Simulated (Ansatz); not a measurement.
# TaGe3: a trial structure relaxed

Where does this trial cell of TaGe3 go when cell and atoms are let free?

Program: Ansatz 0.2.0. Level of theory: DFT PBE, scalar-relativistic, plane waves, PAW. These are calculated values, not measurements.

## 1. The system as given

The structure is tetragonal, space group P4/mmm (No. 123). Conventional cell: a = 3.363 Å, b = 3.363 Å, c = 6.494 Å, α = 90.00°, β = 90.00°, γ = 90.00°. Ta (site symmetry 4/mmm) is surrounded by 10 Ge at 2.83 to 3.25 Å. Around Ge (site symmetry 4mm) lie 4 Ta at 2.83 Å and 5 Ge at 2.93 to 3.07 Å. Ge (site symmetry 4/mmm) is surrounded by 12 Ge at 2.93 to 3.36 Å and 2 Ta at 3.25 Å.

As a file:

```
CELL_PARAMETERS angstrom
3.36263 0.00000 0.00000
0.00000 3.36263 0.00000
0.00000 0.00000 6.49373
ATOMIC_POSITIONS crystal
Ta 0.00000 0.00000 0.00000
Ge 0.50000 0.50000 0.23654
Ge 0.50000 0.50000 0.76346
Ge 0.00000 0.00000 0.50000
```

The cell is invented: species swapped into a database cell of HgPb3 (P4/mmm, No. 123), with Ta on the Hg sites and Ge on the Pb sites. Its size is a rough estimate.

## 2. A first look at the guess

The input, input.yaml:

```yaml
crystal:
  lattice:
    - [3.36262803, 0.0, 0.0]
    - [0.0, 3.36262803, 0.0]
    - [0.0, 0.0, 6.49373023]
  atoms:
    - { symbol: Ta, position: [0.0, 0.0, 0.0] }
    - { symbol: Ge, position: [0.5, 0.5, 0.23654491] }
    - { symbol: Ge, position: [0.5, 0.5, 0.76345509] }
    - { symbol: Ge, position: [0.0, 0.0, 0.5] }
basis:
  ecutwfc: 420
kpoints:
  mp_grid: { grid: [6, 6, 4] }
hamiltonian:
  xc: pbe
scf:
  occupations: { method: gaussian, width: 0.1 }
  lower_state_search: "off"
output:
  forces: true
  stress: true
  eigenvalues: true
```

Command:

```bash
$ ansatz run input.yaml --threads 1 --pin off --max-ram 2560MiB --backend cpu --events-out ev --progress --plain --runs-dir out
```

Further runs follow: rough relaxation on the coarse mesh; relaxation on the finer mesh.

**Question.** What will these runs give? Wanted: conventional cell; volume; energy over the elements; gap on the mesh.

**Answer**, as computed:

| quantity | value |
| --- | --- |
| symmetry at the end (tolerance 0.05 Å) | space group P4/mmm (No. 123) |
| conventional cell | a = 3.566 Å, b = 3.566 Å, c = 5.423 Å, α = 90.00°, β = 90.00°, γ = 90.00° |
| volume | 17.24 Å³/atom |
| energy over the elements | +0.05 eV/atom |
| gap on the mesh | none (metal) |

The space group P4/mmm (No. 123) is kept, and the volume per atom shrinks by 6.1 % from the first guess. With a positive formation energy it can't be a ground state. No finished test with a distortion of lower symmetry is shown, so the end may be a saddle point. The runs treat Ta without spin-orbit coupling.
